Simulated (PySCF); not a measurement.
# B9H9Se (closo-1-SeB9 (no H on Se)): the cost of one run

Computed with PySCF 2.14.0 and routines of our own; the level stands in each step. Atoms count from 0.

## Step 1: The starting structure

19 atoms, charge 0, multiplicity 1; geometry from: GFN2-xTB.

## Step 2: NMR shieldings: PBE/pcJ-1 Se:dyall-v2z, spin–orbit

Job settings and geometry (Å):

```
{"job": {"kind": "hnmr", "xc": "PBE", "basis": {"default": "pcJ-1", "Se": "dyall-v2z"}, "rel": "so"}, "charge": 0, "multiplicity": 1}
B      0.195060     0.679260    -1.428240
B     -0.247530     0.980500     1.231520
B      1.311020     0.897720     0.115870
B      1.097690    -0.632740    -0.703520
B     -0.754000    -0.727210    -1.000380
B      0.791730    -0.423950     1.137080
Se    -0.076780     2.373990    -0.281870
B     -1.059950    -0.518700     0.840760
B      0.051960    -1.642010     0.194370
B     -1.365040     0.760840    -0.312160
H      0.356150     1.017120    -2.546090
H     -0.438230     1.560060     2.240090
H      2.366390     1.411020     0.232670
H      1.997120    -1.126560    -1.284070
H     -1.374410    -1.298220    -1.824360
H      1.439160    -0.748780     2.066170
H     -1.930220    -0.919950     1.527480
H      0.089960    -2.805880     0.332650
H     -2.450080     1.163480    -0.537970
```

Method: PBE/pcJ-1 Se:dyall-v2z GIAO NMR shielding, X2C with spin-orbit coupling, screened-nuclear two-electron part, Gaussian nuclei, gas phase.

The run is started by

```sh
$ OMP_NUM_THREADS=1 python heavy_run.py task.json out
```

One launch serves the whole session: the jobs run in the order shown.

Q: Estimate the wall time and peak memory of this first job on 1 thread of AMD EPYC 7R43, shared host.

About 7.1 min, with a peak of 2.3 GiB.
